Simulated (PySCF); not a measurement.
# Dy(OH)3: other functionals and bases at one geometry

The task here is to estimate one member of a computed series from the others.

Method: several levels, as the steps say, no spin–orbit coupling; program: PySCF 2.14.0.

3 further runs of the same task are left out: 2 for a known fault of the program, 1 that didn't finish.

### Where the work starts

7 atoms, charge 0, spin multiplicity 1.

Bond lengths: Dy1–O2 2.058 Å, Dy1–O4 2.058 Å, Dy1–O6 2.058 Å, O2–H3 0.959 Å, O4–H5 0.959 Å, O6–H7 0.959 Å. Angles: O2–Dy1–O4 120.0°, O2–Dy1–O6 120.0°, O4–Dy1–O6 120.0°, Dy1–O2–H3 179.9°, Dy1–O4–H5 179.9°, Dy1–O6–H7 179.9°.

Geometry (Å):

```
Dy    0.00000    0.00000    0.14228
O     2.05782    0.00002    0.14446
H     3.01666    0.00003    0.14663
O    -1.02893    1.78211    0.14446
H    -1.50836    2.61249    0.14663
O    -1.02889   -1.78213    0.14446
H    -1.50830   -2.61252    0.14663
```

Formal oxidation states: Dy +3. Each metal's 9 4f electrons lie in its core potential, so multiplicities, spins and levels count the valence alone. An earlier session relaxed this geometry at B3LYP, Dy lcecp-1-SVP with ECP55, O def2-SVP, H def2-SVP (singlet, point group D3h).

At B3LYP on the finer grid: E = -264.583157 Eh, HOMO -7.30 eV, LUMO -1.67 eV, Mulliken charge on Dy1 +1.01 e, largest force component 0.019 eV/Å. 

Levels to run: BLYP; TPSSh; M06-L; TPSS; B3LYP, TZVP. Hardware: 2 threads of Arm Neoverse V2, shared host.

Set-up of the first run:

run.py (the lines that set the calculation)

```python
mol = gto.M(atom='''
Dy     0.00000     0.00000     0.14228
O      2.05782     0.00002     0.14446
H      3.01666     0.00003     0.14663
O     -1.02893     1.78211     0.14446
H     -1.50836     2.61249     0.14663
O     -1.02889    -1.78213     0.14446
H     -1.50830    -2.61252     0.14663''',
    basis={'Dy': 'lcecp-1-SVP', 'O': 'def2-SVP', 'H': 'def2-SVP'},
    ecp={'Dy': 'lcecp-1-SVP'},
    charge=0, spin=0)
mf = dft.RKS(mol, xc='BLYP')
mf.grids.atom_grid = (75, 302)  # f atoms: unpruned, at least (60, 302)
mf = mf.density_fit()  # fitting sets: Dy AutoAux, O def2-universal-JKFIT, H def2-universal-JKFIT
mf.conv_tol = 1e-08; mf.max_cycle = 55
mf.kernel(dm0)  # dm0: the density of the relaxed state
```

Command:

```bash
$ OMP_NUM_THREADS=2 python run.py
```

Steps of the session up to this table: BLYP; TPSSh; M06-L; TPSS; B3LYP, TZVP.

One of the session's tables, all rows but one given; the rest of the session is left out.

| level | HOMO (eV) | gap (eV) | charge on Dy1 (e) | largest force component (eV/Å) |
| --- | --- | --- | --- | --- |
| B3LYP (relaxed here) | -7.30 | 5.62 | 1.01 | 0.02 |
| BLYP | ? | ? | ? | ? |
| TPSSh | -6.66 | 5.14 | 1.05 | 0.20 |
| M06-L | -6.08 | 5.30 | 1.22 | 0.25 |
| TPSS | -5.99 | 4.22 | 0.97 | 0.35 |
| B3LYP, TZVP | -7.59 | 5.85 | 1.64 | 0.38 |

Q: Estimate the row for BLYP from the others.

**Answer.** HOMO (eV): -5.79; gap (eV): 3.70; charge on Dy1 (e): 0.83; largest force component (eV/Å): 0.49. In the column «HOMO (eV)» it is the highest.

In one basis the HOMO–LUMO gap runs from 3.70 eV (BLYP) to 5.62 eV (B3LYP). The largest leftover force, 0.49 eV/Å with BLYP, stands at a geometry relaxed at another level. With 4f in the core, its levels are missing from HOMO and gap, and its count is fixed, so no charge can pass from the ligands into it. Total energies of different levels can't be compared.
